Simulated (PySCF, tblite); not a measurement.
**C6H12OP2: geometry, infrared bands and NMR shifts**

What infrared bands and NMR shifts should C6H12OP2 (`CCP(C)C#CPCO`) show?

Computed with tblite 0.8.0 and PySCF 2.14.0, with density-fitted response routines of our own, on a single molecule in the gas phase. Atoms count from 0, in the outputs and in this text.

## Step 1: Starting geometry

21 atoms, charge 0, multiplicity 1; geometry from: force field or distance geometry start.

Bonds of the start (Å): C0–C1 1.52, C1–P2 1.86, P2–C3 1.85, P2–C4 1.82, C4–C5 1.19, C5–P6 1.84, P6–C7 1.85, C7–O8 1.43, C0–H9 1.10, C0–H10 1.08, C0–H11 1.10, C1–H12 1.09, C1–H13 1.09, C3–H14 1.09, C3–H15 1.08, C3–H16 1.09, P6–H17 1.42, C7–H18 1.10, C7–H19 1.09, O8–H20 0.98.

## Step 2: Relaxing the molecule with GFN2-xTB

The job: settings as JSON, then the geometry in Å.

```
{"job": {"kind": "relax", "xc": "GFN2-xTB", "basis": "xTB"}, "charge": 0, "multiplicity": 1}
C     -2.417900     1.359500     0.897800
C     -2.311700     0.844300    -0.533400
P     -1.474100    -0.816800    -0.593400
C     -1.444500    -1.037400    -2.427100
C      0.256400    -0.315900    -0.316400
C      1.392300     0.008800    -0.139100
P      3.138500     0.489700     0.168200
C      3.375900    -0.248300     1.850000
O      3.118800    -1.650400     1.975800
H     -2.952000     2.324200     0.905800
H     -1.447400     1.512700     1.357400
H     -2.997800     0.669700     1.535000
H     -3.316500     0.746100    -0.940500
H     -1.758700     1.565300    -1.140300
H     -0.848300    -1.914300    -2.676800
H     -1.020800    -0.175800    -2.919300
H     -2.455200    -1.199600    -2.798400
H      3.782800    -0.547000    -0.553300
H      2.738200     0.275500     2.576100
H      4.413600    -0.089800     2.155900
H      2.219300    -1.783400     1.615600
```

Command:

```
OMP_NUM_THREADS=1 python probes_run.py task.json out
```

One launch serves the whole session: the jobs run in the order shown.

**Question.** This job is followed by: GFN2-xTB harmonic vibrations, gas phase; GIAO PBE0/pcSseg-1 NMR shielding, non-relativistic, gas phase. What will the session give for the following? strongest single infrared mode (GFN2-xTB); zero-point energy (GFN2-xTB); ¹³C shifts against TMS (PBE0/pcSseg-1); ¹H shifts against TMS (PBE0/pcSseg-1, means over atoms taken as alike); ³¹P shifts against H3PO4 (PBE0/pcSseg-1); ¹⁷O shifts against H2O (PBE0/pcSseg-1).

The runs gave:

| quantity | value |
| --- | --- |
| strongest single infrared mode (GFN2-xTB) | 2240 cm⁻¹, 135 km/mol |
| zero-point energy (GFN2-xTB) | 101.8 kcal/mol |
| ¹³C shifts against TMS (PBE0/pcSseg-1) | 119.8, 106.7, 65.2, 31.8, 17.1, 13.2 ppm |
| ¹H shifts against TMS (PBE0/pcSseg-1, means over atoms taken as alike) | 4.46, 4.18, 2.26, 1.64, 1.37, 1.32 ppm |
| ³¹P shifts against H3PO4 (PBE0/pcSseg-1) | -79.3, -90.6 ppm |
| ¹⁷O shifts against H2O (PBE0/pcSseg-1) | 52.2 ppm |

Relaxing lowered the energy by 0.236 eV in 102 steps; the close pair that moved most is C5–P6, from 1.837 to 1.765 Å. The lowest mode is slightly imaginary (6i cm⁻¹), a soft motion within the noise of the Hessian, so the minimum is not strictly shown. The strongest single mode, at 2240 cm⁻¹, moves mainly H17. GFN2-xTB is a fitted tight-binding method: band positions and strengths are rough. Its intensities can rank the bands wrongly. At PBE0/pcSseg-1: The largest span, 299 ppm, is at C4, where the paramagnetic term is -209 ppm.
